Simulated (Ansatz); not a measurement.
Runs of Ansatz 0.2.0 on NbSi. The structure is cubic, space group Pm-3m (No. 221). The conventional cell has a = 3.156 Å, b = 3.156 Å, c = 3.156 Å, α = 90.00°, β = 90.00°, γ = 90.00°. Around Nb (site symmetry m-3m) lie 8 Si at 2.73 Å. Si (site symmetry m-3m) is surrounded by 8 Nb at 2.73 Å. The cell was built by a generator and needn't be a form met in nature.

```tsv
task	level	potentials or basis	k mesh	cutoff (eV)	smearing	basis error allowed	mesh quality	gap on the mesh (eV)	pressure (GPa)
phonons	PBEsol	all-electron PAW datasets made for the crystal	8 × 8 × 8	240	fermi-dirac 0.05 eV	-	not flagged	none	-
density of states	PBE	all-electron PAW datasets made for the crystal	8 × 8 × 8	240	fermi-dirac 0.05 eV	-	not flagged	none	-0.1
elastic constants	PBE	all-electron LAPW, scalar-relativistic	6 × 6 × 6	193	fermi-dirac 0.05 eV	0.002 eV/atom	coarse	none	0.2
single point	PBE	all-electron LAPW, scalar-relativistic	5 × 5 × 5	181	fermi-dirac 0.04 eV	0.002 eV/atom	coarse	none	(a)
```

Alike in all rows: no spin polarisation; cell as given.

**Question.** Estimate the missing entries.

**Answer.** (a) -0.8.

Caveats: some runs use coarse meshes; a metal's response needs a denser mesh (some runs); the k mesh is thin for a metal, which can move the energy by tens of meV per atom (some runs); the program warned that the printed levels may be off, so bands, gaps and densities of states are rough (some runs); the density of states is complete only up to the lowest level of the last band computed (some runs); the elastic tensor has a negative eigenvalue, so either the cell is unstable as it stands or the mesh is too thin (some runs).

A k mesh can miss the band edges, and the runs leave out spin-orbit coupling on Nb.

A gap of «none» marks a metal or a gap under the smearing width.

The runs don't all hold the same shells in valence.
